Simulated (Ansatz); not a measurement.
# BGePH (doublet): from Hartree-Fock to the top rungs at a displaced geometry (v1), cc-pVDZ

An exercise on one series of results from a longer session: the logs are not shown, and one member is left open.

The runs use Ansatz 0.2.0, Gaussian basis; cc-pVDZ, core rule «outside noble gas», up to 20 orbitals frozen.

The runs, in order: UHF; CCSD(T) on ROHF; CCSD(T) on UHF; BCCD(T) on ROHF; CISD; CCSDT(Q) on ROHF; CCSDT(Q) on UHF; CASSCF and MRCISD+Q, 9 electrons in 9 orbitals; CASSCF and NEVPT2, 9 electrons in 9 orbitals.

18 further runs of the same task are left out: 13 that didn't finish, 5 set aside as unsound or not needed.

## What is computed

The geometry is a PBE0/def2-TZVP stationary point (not a proven minimum) with its atoms shifted at random (size 0.040 Å). No spin-orbit coupling is included. The filled d shell of Ge may be among the frozen orbitals whatever the setting's name suggests; the logs give the count.

4 atoms, charge 0, spin multiplicity 2.

Atoms are counted from 1 here; the program's logs count them from 0.

Bond lengths: B1–Ge2 2.024 Å, B1–P3 1.803 Å, Ge2–P3 2.442 Å, Ge2–H4 1.563 Å. Angles: Ge2–B1–P3 79.1°, B1–Ge2–P3 46.5°, B1–Ge2–H4 131.3°, P3–Ge2–H4 84.9°, B1–P3–Ge2 54.5°.

The first run:

in.yaml

```yaml
crystal:
  periodic: [false, false, false]
  atoms:
    - {symbol: B, position_ang: [-0.011636, -1.248227, -0.784261]}
    - {symbol: Ge, position_ang: [-0.012469, 0.015782, 0.796326]}
    - {symbol: P, position_ang: [0.035495, 0.347389, -1.622095]}
    - {symbol: H, position_ang: [-0.067282, 1.575706, 0.868981]}
basis:
  gaussian: {orbitals: cc-pVDZ}
magnetization: {spin_polarized: true, initial_magnetization: 1}
hamiltonian: {xc: hf}
output: {orbitals: {seedname: orbitals}}
```

Command:

```sh
$ ansatz run in.yaml --threads 1 --pin off --events-out ev --progress --plain --max-ram 2393MiB
```

Among the steps run: UHF; CCSD(T) on ROHF; CCSD(T) on UHF; BCCD(T) on ROHF; CISD; CCSDT(Q) on ROHF; CCSDT(Q) on UHF; CASSCF and MRCISD+Q, 9 electrons in 9 orbitals; CASSCF and NEVPT2, 9 electrons in 9 orbitals.

One table of the session follows, with a row left open; its other results are not shown here.

| method | from RCCSDT(Q) (meV) |
| --- | --- |
| ROHF | +8877.5 |
| UHF | +8617.5 |
| RMP2 | +1381.3 |
| UMP2 | +1718.9 |
| CISD | ? |
| RCCSD | +623.8 |
| UCCSD | +624.7 |
| RCCSD(T) | +93.2 |
| UCCSD(T) | +117.2 |
| BCCD(T) | +86.6 |
| RCCSDT | +55.3 |
| UCCSDT | +55.0 |
| RCCSDT(Q) | 0 |
| UCCSDT(Q) | -5.5 |
| CASSCF frontier | +6341.5 |
| NEVPT2 frontier | +1333.4 |
| MRCISD frontier | +801.2 |
| MRCISD+Q frontier | +122.7 |

Estimate the missing values for CISD.

**Answer.** from RCCSDT(Q) (meV): +1645.3. In the column «from RCCSDT(Q) (meV)» it lies between RMP2 (+1381.3) and UMP2 (+1718.9).

Limits of these values: Restricted and unrestricted rows rest on different reference determinants; where their highest levels disagree by more than a few hundredths of an eV, they describe different states and don't form one ladder.
